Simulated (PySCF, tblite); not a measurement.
# C₄H₁₅NOSi₃: geometry, infrared bands and NMR shifts

Wanted: the infrared bands and NMR shifts of C₄H₁₅NOSi₃ (`N[SiH2][SiH2]O[SiH]1CCCC1`), by calculation.

Programs: tblite 0.8.0 and PySCF 2.14.0, with density-fitted response routines of our own. Each step states its level of theory. These are calculated values for one molecule in the gas phase, unless marked as measured. Atoms count from 0, in the outputs and in this text.

**1. The starting structure**

24 atoms, charge 0, multiplicity 1; geometry from: force field or distance geometry start.

Bonds of the start (Å): N0–Si1 1.79, Si1–Si2 2.23, Si2–O3 1.69, O3–Si4 1.66, Si4–C5 1.88, C5–C6 1.51, C6–C7 1.47, C7–C8 1.50, C8–Si4 1.85, N0–H9 1.02, N0–H10 1.04, Si1–H11 1.49, Si1–H12 1.45, Si2–H13 1.47, Si2–H14 1.48, Si4–H15 1.46, C5–H16 1.10, C5–H17 1.10, C6–H18 1.11, C6–H19 1.10, C7–H20 1.13, C7–H21 1.12, C8–H22 1.09, C8–H23 1.09.

**2. Geometry optimisation with GFN2-xTB**

Job settings and geometry (Å):

```
{"job": {"kind": "relax", "xc": "GFN2-xTB", "basis": "xTB"}, "charge": 0, "multiplicity": 1}
N      4.864400     0.693200     0.225000
Si     3.709500    -0.396700    -0.594200
Si     1.587100     0.156800    -0.172200
O      0.648100    -1.217500    -0.465100
Si    -1.001400    -1.022700    -0.568400
C     -1.880800    -0.707200     1.057300
C     -3.121500    -0.088400     0.454900
C     -2.752000     0.959200    -0.512900
C     -1.594900     0.535800    -1.365000
H      5.814000     0.332600     0.123200
H      4.595700     0.908400     1.210700
H      3.925600    -1.781100    -0.078300
H      3.996400    -0.458000    -2.011800
H      1.183500     1.318500    -0.971900
H      1.510100     0.452400     1.276300
H     -1.621700    -2.146000    -1.267700
H     -2.062600    -1.643700     1.599900
H     -1.352000     0.056200     1.644300
H     -3.653100    -0.913000    -0.067700
H     -3.788200     0.241000     1.267300
H     -3.627900     1.092800    -1.211000
H     -2.617700     1.971000    -0.062400
H     -1.917900     0.347400    -2.386200
H     -0.854300     1.329000    -1.283100
```

Launch:

```console
OMP_NUM_THREADS=1 python probes_run.py task.json out
```

This one command runs all jobs of the session in turn.

**Question.** This job is followed by: GFN2-xTB harmonic vibrations, gas phase; GIAO PBE0/pcSseg-1 NMR shielding, non-relativistic, gas phase. What will the session give for the following? strongest single infrared mode (GFN2-xTB); zero-point energy (GFN2-xTB); 13C shifts against TMS (PBE0/pcSseg-1, means over atoms taken as alike); 1H shifts against TMS (PBE0/pcSseg-1, means over atoms taken as alike); 15N shifts against NH3 (PBE0/pcSseg-1); 29Si shifts against TMS (PBE0/pcSseg-1); 17O shifts against H2O (PBE0/pcSseg-1); surface potential, 1st and 99th percentile.

**Answer**, as computed:

```
                                                               quantity                                                value
                              strongest single infrared mode (GFN2-xTB)                                1060 cm⁻¹, 706 km/mol
                                           zero-point energy (GFN2-xTB)                                       114.3 kcal/mol
13C shifts against TMS (PBE0/pcSseg-1, means over atoms taken as alike)                                       30.4, 14.8 ppm
 1H shifts against TMS (PBE0/pcSseg-1, means over atoms taken as alike)  5.55, 5.21, 5.17, 1.70, 1.49, 0.81, 0.63, -0.47 ppm
                                 15N shifts against NH3 (PBE0/pcSseg-1)                                             -4.0 ppm
                                29Si shifts against TMS (PBE0/pcSseg-1)                               12.0, -36.2, -55.8 ppm
                                 17O shifts against H2O (PBE0/pcSseg-1)                                             16.5 ppm
                                  surface potential, 1st and 99th percentile                                   -0.96 V and 1.49 V
```

What this shows: The optimisation took 87 steps and gained 1.127 eV; among the close pairs (by a distance rule), Si1–Si2 changed most, from 2.234 to 2.292 Å. The lowest mode is slightly imaginary (8i cm⁻¹), a soft motion within the noise of the Hessian, so the minimum is not strictly shown. The strongest single mode, at 1060 cm⁻¹, moves mainly O3. GFN2-xTB is a fitted tight-binding method: band positions and strengths are rough. Its intensities can rank the bands wrongly. By nearest atom (PBE0/pcSseg-1), the HOMO sits on N0 54 %; H11 16 % and the LUMO on Si2 18 %; Si1 14 %.
